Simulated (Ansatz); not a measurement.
# Pb: the cost of one run

Method: DFT PBE, scalar-relativistic, plane waves, PAW, in Ansatz 0.2.0.

1 further run of the same task is left out (it didn't finish).

## 1. Starting point

Symmetry: P6/mmm, No. 191, hexagonal system. The conventional cell has a = 7.359 Å, b = 7.359 Å, c = 14.000 Å, α = 90.00°, β = 90.00°, γ = 120.00°. Pb (site symmetry mmm) is surrounded by 4 Pb at 3.68 Å.

As a file:

```cif
data_structure
_symmetry_space_group_name_H-M 'P6/mmm'
_symmetry_Int_Tables_number 191
_cell_length_a 7.3587
_cell_length_b 7.3587
_cell_length_c 14.0000
_cell_angle_alpha 90.000
_cell_angle_beta 90.000
_cell_angle_gamma 120.000
_cell_volume 656.53
loop_
_atom_site_label
_atom_site_type_symbol
_atom_site_symmetry_multiplicity
_atom_site_Wyckoff_symbol
_atom_site_fract_x
_atom_site_fract_y
_atom_site_fract_z
_atom_site_occupancy
Pb1 Pb 3 g 0.00000 0.50000 0.50000 1
```

The cell is invented: random sheet by layer group and Wyckoff sites. The dimensions are guesses.

Only a and b are periodic; c spans vacuum, so the box's volume, pressure and space group aren't properties of the sheet.

## 2. A first look at the guess

File input.yaml:

```yaml
crystal:
  lattice:
    - [7.358665, 0.0, 0.0]
    - [-3.679333, 6.372791, 0.0]
    - [0.0, 0.0, 14.0]
  atoms:
    - { symbol: Pb, position: [0.0, 0.5, 0.5] }
    - { symbol: Pb, position: [0.5, 0.0, 0.5] }
    - { symbol: Pb, position: [0.5, 0.5, 0.5] }
  periodic: [true, true, false]
basis:
  ecutwfc: 420
kpoints:
  mp_grid: { grid: [3, 3, 1] }
hamiltonian:
  xc: pbe
scf:
  occupations: { method: gaussian, width: 0.1 }
  lower_state_search: "off"
output:
  forces: true
  stress: true
  eigenvalues: true
```

Run with:

```bash
$ ansatz run input.yaml --threads 1 --pin off --max-ram 2560MiB --backend cpu --events-out ev --progress --plain --runs-dir out
```

What time and memory should one allow on 1 thread of Intel Xeon at 2.50GHz (Skylake/Cascade Lake), shared host?

About 18 s, with a peak of 0.83 GiB.
